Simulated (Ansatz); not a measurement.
# SnO2: the cost of one run

Computed with Ansatz 0.2.0 (DFT r2SCAN, scalar-relativistic, plane waves, PAW, unless a step's input says otherwise).

1 further run of the same task is left out (set aside as unsound or not needed). Runs told in other sessions of the task aren't counted.

## Step 1: Starting point

It takes space group I4_1/amd (No. 141, tetragonal). Conventional cell: a = 3.999 Å, b = 3.999 Å, c = 10.204 Å, α = 90.00°, β = 90.00°, γ = 90.00°. Around Sn (site symmetry -4m2) lie 6 O at 2.05 to 2.08 Å. O (site symmetry 2mm) is surrounded by 3 Sn at 2.05 to 2.08 Å.

Structure file:

```
CELL_PARAMETERS angstrom
-1.99954 1.99954 5.10209
1.99954 -1.99954 5.10209
1.99954 1.99954 -5.10209
ATOMIC_POSITIONS crystal
Sn 0.75000 0.25000 0.50000
Sn 0.00000 0.00000 0.00000
O 0.79637 0.79637 0.00000
O 0.95363 0.45363 0.50000
O 0.20363 0.20363 0.00000
O 0.54637 0.04637 0.50000
```

It goes back to an entry of the Materials Project, which need not be the stable form.

It is the result of an earlier relaxation at this level (volume 13.60 Å³/atom; gap on the mesh: 2.33 eV).

## Step 2: The undisturbed cell

input.yaml reads:

```yaml
crystal:
  lattice:
    - [-1.9995434671, 1.9995434671, 5.1020851544]
    - [1.9995434671, -1.9995434671, 5.1020851544]
    - [1.9995434671, 1.9995434671, -5.1020851544]
  atoms:
    - { symbol: Sn, position: [0.75, 0.25, 0.5] }
    - { symbol: Sn, position: [0.0, 0.0, 0.0] }
    - { symbol: O, position: [0.796366328, 0.796366328, 0.0] }
    - { symbol: O, position: [0.953633672, 0.453633672, 0.5] }
    - { symbol: O, position: [0.203633672, 0.203633672, 0.0] }
    - { symbol: O, position: [0.546366328, 0.046366328, 0.5] }
basis:
  ecutwfc: 500
kpoints:
  mp_grid: { grid: [10, 10, 10] }
hamiltonian:
  xc: r2scan
scf:
  occupations: { method: gaussian, width: 0.05 }
output:
  forces: true
  stress: true
  eigenvalues: true
```

On the command line:

```console
$ ansatz run input.yaml --threads 1 --pin off --max-ram 2560MiB --backend cpu --events-out ev --progress --plain --runs-dir out
```

What time and memory should one allow on 1 thread of Intel Xeon at 2.70GHz, shared host?

About 29 s, with a peak of 0.71 GiB.
